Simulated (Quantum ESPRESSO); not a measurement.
# Ga3Sb: Wannier functions under several settings

```
CELL_PARAMETERS angstrom
3.22178 0.00000 0.00000
0.00000 4.50431 0.00000
0.00000 0.00000 6.31368
ATOMIC_POSITIONS crystal
Ga 0.00000 0.00000 0.50000
Ga 0.50000 0.50000 0.75392
Ga 0.50000 0.50000 0.24608
Sb 0.00000 0.00000 0.00000
```

The cell was built by a generator and needn't be a form met in nature.

All runs used Quantum ESPRESSO 7.5; potentials GBRV 1.5 PBE; k mesh 6 × 5 × 3; given cell; no spin polarisation; cutoff 762 eV; occupations fermi-dirac, width 0.05 eV.

| level | start | Wannier mesh | spread a function (Å²) | RMS miss of the bands (meV) |
| --- | --- | --- | --- | --- |
| PBE | atomic projections with disentanglement | 5 × 4 × 2 | 1.00 | 37 |
| PBE | atomic projections with disentanglement, not minimised | 5 × 4 × 2 | ? | ? |
| PBE | SCDM with an erfc weight | 5 × 4 × 2 | 1.63 | 41 |

Problem. What stands in the row left open?

Solution. Spread a function 1.22 Å²; RMS miss of the bands 40 meV.

Caveats: the Wannier minimisation didn't converge (some runs).

For the row left open. Caveat: the k mesh is coarse.
